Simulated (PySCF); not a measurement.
# The bond of SeS, level by level

One table from this session's results is given with a row withheld; the runs are named, their logs left out.

The runs use PySCF 2.14.0; Se def2-TZVPP, S def2-TZVPP, no relativity.

Set-up of the first run:

A driver script around PySCF takes these settings:

- atoms: Se, S
- charge: 0
- basis: Se def2-TZVPP, S def2-TZVPP
- Hamiltonian: no relativity
- basis functions: 90
- electrons treated: 50
- masses in u: 79.9165, 31.9721
- levels: PBE0, PBE, r²SCAN, B97-3, BP86, TPSSh, revPBE, HSE06, HF, MP2, SCS-MP2, CCSD, CCSD(T)
- grid: 80 radial by 434 angular points
- occupations: held fixed by the projection of orbital angular momentum
- dissociation limit: Se + S, each in its ground configuration
- starting distance in angstrom: 2.100
- values of 2S to try: 0, 2, 4

On the command line:

```sh
$ OMP_NUM_THREADS=1 python dia.py task.json out
```

Steps of the session up to this table: Set-up; First curve: PBE0; Other states along the same grid; PBE (GGA); r²SCAN; B97-3 (global hybrid GGA); BP86; TPSSh (hybrid meta-GGA); revPBE (GGA); HSE06 (range-separated hybrid); ROHF; Adding correlation.

One of the session's tables, all rows but one given; the rest of the session is left out.

It belongs to the step «The curves together». Energy (eV) from each level's lowest point:

```
R (Å)   ROHF  ROHF-MP2  ROHF-SCS-MP2  ROHF-CCSD  ROHF-CCSD(T)
1.747  1.615     1.904         1.876        n/a           n/a
1.828  0.648     0.877         0.851      0.818         0.881
1.909  0.151     0.301         0.283      0.260         0.301
1.970  0.004     0.083         0.073      0.061         0.081
2.031  0.000     0.000         0.000      0.000         0.000
2.092      ?         ?             ?          ?             ?
2.173  0.373     0.159         0.190      0.224         0.169
2.275  0.838     0.502         0.549      0.574         0.474
2.397  1.529     0.868         0.981      1.103         0.947
2.559  2.505     1.397         1.592        n/a           n/a
```

Q: Estimate the row for R (Å) = 2.092 from the others.

Worked estimate for «ROHF». A straight line through the neighbours (2.031, 0.000) and (2.173, 0.373) gives 0.000 + (0.373 − 0.000) × (2.092 − 2.031) / (2.173 − 2.031) = 0.160; a parabola fitted to 4 rows on both sides gives 0.118.

The run gave: ROHF: 0.106; ROHF-MP2: 0.018; ROHF-SCS-MP2: 0.031; ROHF-CCSD: 0.045; ROHF-CCSD(T): 0.022. In «ROHF» the line misses by +0.054 and the parabola by +0.012.
